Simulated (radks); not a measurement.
# Exchange and kinetic functionals tested on atomic densities: Cs⁺, Ca, Ni²¹⁺, He, B²⁺, Mg⁺

The task here is to estimate one member of a computed series from the others.

The numbers are computed with radks (a radial shooting solver on a logarithmic mesh, Libxc functionals) version 1 (non-relativistic Kohn-Sham, exchange-only PBE, spin-polarised, spherical densities, point nucleus; open shells are filled with parallel spins first), except any that are marked as measured or tabulated.

### What is computed

- species: Cs⁺ ([Xe]), Ca ([Ar] 4s2), Ni²¹⁺ ([He] 2s2 2p3), He ([He]), B²⁺ ([He] 2s1), Mg⁺ ([Ne] 3s1)

Set-up of the first run:

Input:

```text
Z 55
configuration [Xe]
relativity non-relativistic
functional pbe,
spin polarised
nucleus point
```

Steps of the session up to this table: Cs⁺, [Xe].

One of the session's tables, all rows but one given; the rest of the session is left out.

It belongs to the step «Cs⁺, [Xe]». From the orbitals of this run (lengths in bohr):

| level | <r> | outermost maximum (interpolated) | 90 % within | nodes |
| --- | --- | --- | --- | --- |
| 3s | 0.3133 | 0.286 | 0.459 | 2 |
| 3p | 0.3034 | 0.273 | 0.454 | 1 |
| 3d | 0.2740 | 0.221 | 0.429 | 0 |
| 4s | ? | ? | ? | ? |
| 4p | 0.7523 | 0.685 | 1.10 | 2 |
| 4d | 0.8319 | 0.718 | 1.26 | 1 |
| 5s | 1.815 | 1.61 | 2.63 | 4 |
| 5p | 2.108 | 1.80 | 3.12 | 3 |

**Question.** Estimate the row for 4s.

The run gave: <r>: 0.7247; outermost maximum (interpolated): 0.670; 90 % within: 1.04; nodes: 3. In the column «<r>» it lies between 3s (0.3133) and 4p (0.7523).
